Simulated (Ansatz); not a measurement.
**C6H11GeNSi: basis-set convergence**

Aim: see how fast density functionals converge with the basis set for C6H11GeNSi.

Program: Ansatz 0.2.0, Gaussian basis. Level of theory: one geometry, several basis sets. These are calculated values, not measurements.

The runs, in order: PBE0-D4/def2-SVP; ωB97M-V/def2-SVP; PBE0-D4/def2-QZVPP; ωB97M-V/def2-QZVPP; the functionals' def2-TZVPP values are taken from earlier runs.

### 1 The geometry

The geometry comes from an earlier relaxation with PBE0-D4 in a triple-zeta def2 set; it is a stationary point, not always the lowest conformer.

SMILES `[SiH3][N]([GeH3])c1ccccc1`, 20 atoms, charge 0, spin multiplicity 1.

Atoms are counted from 1 here; the program's logs count them from 0.

Bond lengths: Si1–N2 1.737 Å, Si1–H10 1.490 Å, Si1–H11 1.483 Å, Si1–H12 1.486 Å, N2–Ge3 1.860 Å, N2–C4 1.401 Å, Ge3–H13 1.532 Å, Ge3–H14 1.536 Å, Ge3–H15 1.539 Å, C4–C5 1.399 Å, C4–C9 1.398 Å, C5–C6 1.384 Å, C5–H16 1.085 Å, C6–C7 1.386 Å, C6–H17 1.084 Å, C7–C8 1.386 Å, C7–H18 1.083 Å, C8–C9 1.384 Å and more. Angles: N2–Si1–H10 113.1°, N2–Si1–H11 106.7°, N2–Si1–H12 110.4°, H10–Si1–H11 108.5°, H10–Si1–H12 107.9°, H11–Si1–H12 110.2°, Si1–N2–Ge3 120.8°, Si1–N2–C4 120.2°, Ge3–N2–C4 118.9°, N2–Ge3–H13 106.1°, N2–Ge3–H14 108.3°, N2–Ge3–H15 110.7°, H13–Ge3–H14 111.7°, H13–Ge3–H15 110.2°, H14–Ge3–H15 109.8°, N2–C4–C5 120.7°, N2–C4–C9 121.6°, C5–C4–C9 117.6° and more.

### 2 PBE0-D4 in def2-SVP

The input, in.yaml:

```yaml
crystal:
  periodic: [false, false, false]
  atoms:
    - {symbol: Si, position_ang: [-1.259841, -1.452749, 1.760541]}
    - {symbol: N, position_ang: [-0.905625, -0.011693, 0.856966]}
    - {symbol: Ge, position_ang: [-1.838107, 1.565370, 1.174961]}
    - {symbol: C, position_ang: [0.110321, -0.015718, -0.107499]}
    - {symbol: C, position_ang: [1.085141, -1.019190, -0.114949]}
    - {symbol: C, position_ang: [2.084017, -1.036744, -1.072468]}
    - {symbol: C, position_ang: [2.150031, -0.051695, -2.045820]}
    - {symbol: C, position_ang: [1.193213, 0.951007, -2.046144]}
    - {symbol: C, position_ang: [0.186276, 0.969528, -1.096397]}
    - {symbol: H, position_ang: [-0.204613, -1.793395, 2.755662]}
    - {symbol: H, position_ang: [-2.527948, -1.200803, 2.486806]}
    - {symbol: H, position_ang: [-1.414120, -2.613059, 0.844792]}
    - {symbol: H, position_ang: [-2.629855, 1.338603, 2.466506]}
    - {symbol: H, position_ang: [-0.820231, 2.705324, 1.326668]}
    - {symbol: H, position_ang: [-2.796038, 1.874565, 0.010183]}
    - {symbol: H, position_ang: [1.076616, -1.789303, 0.649549]}
    - {symbol: H, position_ang: [2.824027, -1.828762, -1.048811]}
    - {symbol: H, position_ang: [2.935060, -0.065162, -2.791845]}
    - {symbol: H, position_ang: [1.221723, 1.729647, -2.800098]}
    - {symbol: H, position_ang: [-0.561744, 1.753529, -1.142505]}
basis:
  gaussian: {orbitals: def2-SVP}
hamiltonian: {xc: pbe0, dispersion: d4}
output: {orbitals: {seedname: orbitals}}
```

On the command line:

```sh
> ansatz run in.yaml --threads 4 --pin off --events-out ev --progress --plain --max-ram 46080MiB --backend cpu
```

Further steps of the session: ωB97M-V in def2-SVP; PBE0-D4 in def2-QZVPP; ωB97M-V in def2-QZVPP.

Q: Predict the results of all the runs planned. Wanted: PBE0-D4: double and triple zeta above quadruple; ωB97M-V: double and triple zeta above quadruple.

As calculated:

```
                                       quantity           value
PBE0-D4: double and triple zeta above quadruple  20.23, 1.92 eV
ωB97M-V: double and triple zeta above quadruple  20.51, 1.83 eV
```

In words: PBE0-D4 gains 18.31 eV from double to triple zeta, then 1.92 eV more. These are total energies; as a rule much of such shifts cancels in differences, which this series doesn't test. The LUMO of ωB97M-V is positive and keeps falling with the basis (1.95 to 1.43 eV): an unbound level that the basis holds in place.
